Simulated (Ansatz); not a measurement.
Geometry optimisation, Ansatz 0.2.0, DFT r2SCAN-D3(BJ), scalar-relativistic, plane waves, PAW.

Input file:

```yaml
crystal:
  lattice:
    - [7.67918, 0.0, 0.0]
    - [3.83959, 6.650365, 0.0]
    - [0.0, 0.0, 16.418765]
  atoms:
    - { symbol: H, position: [0.1666667, 0.1666667, 0.0609059] }
    - { symbol: H, position: [0.6666667, 0.1666667, 0.0609059] }
    - { symbol: H, position: [0.1666667, 0.6666667, 0.0609059] }
    - { symbol: H, position: [0.6666667, 0.6666667, 0.0609059] }
    - { symbol: Si, position: [0.1666667, 0.1666667, 0.1522648] }
    - { symbol: Si, position: [0.6666667, 0.1666667, 0.1522648] }
    - { symbol: Si, position: [0.1666667, 0.6666667, 0.1522648] }
    - { symbol: Si, position: [0.6666667, 0.6666667, 0.1522648] }
    - { symbol: Si, position: [-0.1666667, 0.3333333, 0.2] }
    - { symbol: Si, position: [0.3333333, 0.3333333, 0.2] }
    - { symbol: Si, position: [-0.1666667, 0.8333333, 0.2] }
    - { symbol: Si, position: [0.3333333, 0.8333333, 0.2] }
    - { symbol: Si, position: [-0.1666667, 0.3333333, 0.3432056] }
    - { symbol: Si, position: [0.3333333, 0.3333333, 0.3432056] }
    - { symbol: Si, position: [-0.1666667, 0.8333333, 0.3432056] }
    - { symbol: Si, position: [0.3333333, 0.8333333, 0.3432056] }
    - { symbol: Si, position: [0.0, 0.0, 0.3909408] }
    - { symbol: Si, position: [0.5, 0.0, 0.3909408] }
    - { symbol: Si, position: [0.0, 0.5, 0.3909408] }
    - { symbol: Si, position: [0.5, 0.5, 0.3909408] }
    - { symbol: Cu, position: [0.0584095, 0.3853075, 0.5346788], spin: 1.0 }
magnetization:
  spin_polarized: true
basis:
  ecutwfc: 500.0
kpoints:
  mp_grid: { grid: [2, 2, 1] }
hamiltonian:
  xc: r2scan
  dispersion: d3bj
  pseudopotentials: { kind: paw, azcp: { folder: soft_1 } }
scf:
  occupations: { method: gaussian, width: 0.02 }
  lower_state_search: "off"
relax:
  f_tol: 0.03
  max_steps: 60
  adjacent_minimum: "off"
  constraints: [{ sites: [0, 1, 2, 3, 4, 5, 6, 7] }]
```

Launched with:

```bash
$ ansatz run input.yaml --threads 4 --pin off --max-ram 10240MiB --backend cpu --events-out ev --progress --plain --runs-dir out
```

Question: Where does it end, and by what steps?

Answer: It converged. The force dipped under the threshold on the way, but the program's further checks kept it going. Limits of this set-up: thin slab, slab without dipole correction, a typed lattice constant that wasn't relaxed here. After 8 steps the energy has fallen by 0.455 eV; Cu21 moved furthest, 0.80 Å.

```json
{"step": "0", "energy less start (eV)": "0.0000", "largest force component (eV/Å)": "1.551", "accepted": "yes"}
{"step": "1", "energy less start (eV)": "-0.3648", "largest force component (eV/Å)": "0.818", "accepted": "yes"}
{"step": "2", "energy less start (eV)": "-0.4231", "largest force component (eV/Å)": "0.499", "accepted": "yes"}
{"step": "3", "energy less start (eV)": "-0.4420", "largest force component (eV/Å)": "0.220", "accepted": "yes"}
{"step": "4", "energy less start (eV)": "-0.4517", "largest force component (eV/Å)": "0.030", "accepted": "yes"}
{"step": "5", "energy less start (eV)": "-0.4540", "largest force component (eV/Å)": "0.011", "accepted": "yes"}
{"step": "6", "energy less start (eV)": "-0.4544", "largest force component (eV/Å)": "0.031", "accepted": "yes"}
{"step": "7", "energy less start (eV)": "-0.4533", "largest force component (eV/Å)": "0.074", "accepted": "no"}
{"step": "8", "energy less start (eV)": "-0.4545", "largest force component (eV/Å)": "0.004", "accepted": "yes"}
```

```xyz
21
Lattice="7.6792 0.0000 0.0000 3.8396 6.6504 0.0000 0.0000 0.0000 16.4188" Properties=species:S:1:pos:R:3
H 1.920 1.108 1.000
H 5.759 1.108 1.000
H 3.840 4.434 1.000
H 7.679 4.434 1.000
Si 1.920 1.108 2.500
Si 5.759 1.108 2.500
Si 3.840 4.434 2.500
Si 7.679 4.434 2.500
Si 0.001 2.217 3.250
Si 3.839 2.217 3.250
Si 1.920 5.541 3.247
Si 5.759 5.542 3.254
Si 0.011 2.233 5.606
Si 3.829 2.233 5.606
Si 1.920 5.539 5.604
Si 5.759 5.552 5.619
Si -0.006 0.015 6.287
Si 3.846 0.015 6.287
Si 1.920 3.336 6.388
Si 5.759 3.329 6.286
Cu 1.920 3.331 8.559
```

Whether the end is a true minimum wasn't checked by a vibrational analysis.

Time of the run: 12 min on 4 threads of Intel(R) Xeon(R) Platinum 8175M CPU @ 2.50GHz (Skylake/Cascade Lake), on a shared host, peak memory 3.2 GiB.
